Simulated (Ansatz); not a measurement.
# ClH8NSi3: basis-set convergence

How large a basis does ClH8NSi3 need? Two functionals are run in growing sets.

Program: Ansatz 0.2.0, Gaussian basis. Level of theory: one geometry, several basis sets. These are calculated values, not measurements.

The runs, in order: PBE0-D4/def2-SVP; ωB97M-V/def2-SVP; PBE0-D4/def2-QZVPP; ωB97M-V/def2-QZVPP; the functionals' def2-TZVPP values are taken from earlier runs.

## (1) The relaxed structure

All runs share one geometry, relaxed beforehand with PBE0-D4 in a triple-zeta def2 set.

SMILES `[SiH3]N[SiH2][SiH2]Cl`, 13 atoms, charge 0, spin multiplicity 1.

Atoms are counted from 1 here; the program's logs count them from 0.

Bond lengths: Si1–N2 1.727 Å, Si1–H6 1.485 Å, Si1–H7 1.487 Å, Si1–H8 1.489 Å, N2–Si3 1.726 Å, N2–H9 1.010 Å, Si3–Si4 2.346 Å, Si3–H10 1.489 Å, Si3–H11 1.494 Å, Si4–Cl5 2.067 Å, Si4–H12 1.486 Å, Si4–H13 1.484 Å. Angles: N2–Si1–H6 106.5°, N2–Si1–H7 112.0°, N2–Si1–H8 111.7°, H6–Si1–H7 109.9°, H6–Si1–H8 109.0°, H7–Si1–H8 107.7°, Si1–N2–Si3 128.6°, Si1–N2–H9 116.3°, Si3–N2–H9 115.1°, N2–Si3–Si4 110.8°, N2–Si3–H10 108.7°, N2–Si3–H11 113.8°, Si4–Si3–H10 108.6°, Si4–Si3–H11 107.8°, H10–Si3–H11 107.0°, Si3–Si4–Cl5 108.6°, Si3–Si4–H12 110.2°, Si3–Si4–H13 114.0° and more.

## (2) PBE0-D4 in def2-SVP

in.yaml

```yaml
crystal:
  periodic: [false, false, false]
  atoms:
    - {symbol: Si, position_ang: [-1.191016, -1.012372, 1.247952]}
    - {symbol: N, position_ang: [0.438874, -1.128624, 0.689468]}
    - {symbol: Si, position_ang: [1.161876, -0.380917, -0.687555]}
    - {symbol: Si, position_ang: [0.147755, 1.685245, -1.142102]}
    - {symbol: Cl, position_ang: [-0.072695, 2.717194, 0.634868]}
    - {symbol: H, position_ang: [-1.900751, -0.118992, 0.297463]}
    - {symbol: H, position_ang: [-1.271112, -0.452877, 2.622850]}
    - {symbol: H, position_ang: [-1.865613, -2.339421, 1.260067]}
    - {symbol: H, position_ang: [1.055784, -1.719987, 1.228654]}
    - {symbol: H, position_ang: [2.604757, -0.148482, -0.402974]}
    - {symbol: H, position_ang: [1.089805, -1.207751, -1.929860]}
    - {symbol: H, position_ang: [1.015856, 2.496929, -2.034966]}
    - {symbol: H, position_ang: [-1.193220, 1.575356, -1.769165]}
basis:
  gaussian: {orbitals: def2-SVP}
hamiltonian: {xc: pbe0, dispersion: d4}
output: {orbitals: {seedname: orbitals}}
```

After this run come: ωB97M-V in def2-SVP; PBE0-D4 in def2-QZVPP; ωB97M-V in def2-QZVPP.

**Question.** What will the summary of the whole plan be? Wanted: PBE0-D4: double and triple zeta above quadruple; ωB97M-V: double and triple zeta above quadruple.

The runs gave:

| quantity | value |
| --- | --- |
| PBE0-D4: double and triple zeta above quadruple | 15.93, 1.28 eV |
| ωB97M-V: double and triple zeta above quadruple | 15.95, 1.20 eV |

In words: For PBE0-D4 the step from double to triple zeta gains 14.65 eV and the next only 1.28 eV. These are total energies; as a rule much of such shifts cancels in differences, which this series doesn't test. The LUMO of ωB97M-V is positive and keeps falling with the basis (1.47 to 0.72 eV): an unbound level that the basis holds in place.
